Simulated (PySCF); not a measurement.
# C3H8FNSi: the cost of one run

Programs: PySCF 2.14.0, with density-fitted response routines of our own. Each step states its level of theory. These are calculated values for one molecule in the gas phase, unless marked as measured. Atoms count from 0, in the outputs and in this text.

### 1 Starting geometry

14 atoms, charge 0, multiplicity 1; geometry from: GFN2-xTB. The atoms were then displaced at random by about 0.01 Å, so the start is not that level's minimum.

Bonds of the start (Å): C0–C1 1.35, C1–F2 1.37, C1–Si3 1.86, Si3–N4 1.74, N4–C5 1.44, C0–H6 1.08, C0–H7 1.05, Si3–H8 1.49, Si3–H9 1.47, N4–H10 1.00, C5–H11 1.10, C5–H12 1.11, C5–H13 1.09.

### 2 Optimising the geometry at PBE0-D3(BJ)/def2-SVP

Job settings and geometry (Å):

```
{"job": {"xc": "PBE0", "basis": "def2-SVP", "d3": "d3bj", "grid": 1, "shake": 0.01, "kind": "geom"}, "charge": 0, "multiplicity": 1}
C      2.914380    -0.116920     0.057330
C      1.654630     0.350330    -0.091370
F      1.381960     1.179870    -1.151910
Si     0.203730     0.020250     1.027480
N     -1.151410    -0.021080    -0.068390
C     -2.521660    -0.231070     0.335210
H      3.698310     0.168320    -0.625950
H      3.148040    -0.738680     0.865710
H      0.136240     1.059550     2.099870
H      0.294410    -1.304130     1.663940
H     -1.091630     0.517910    -0.902880
H     -2.527000    -0.892210     1.210690
H     -3.058790     0.703800     0.598360
H     -3.088370    -0.711020    -0.465780
```

Run with:

```bash
> OMP_NUM_THREADS=1 python probes_run.py task.json out
```

The driver reads the jobs from task.json and runs them one after another.

Q: Estimate the wall time and peak memory of this first job on 1 thread of Arm Neoverse V2, shared host.

About 40 s, with a peak of 0.49 GiB.
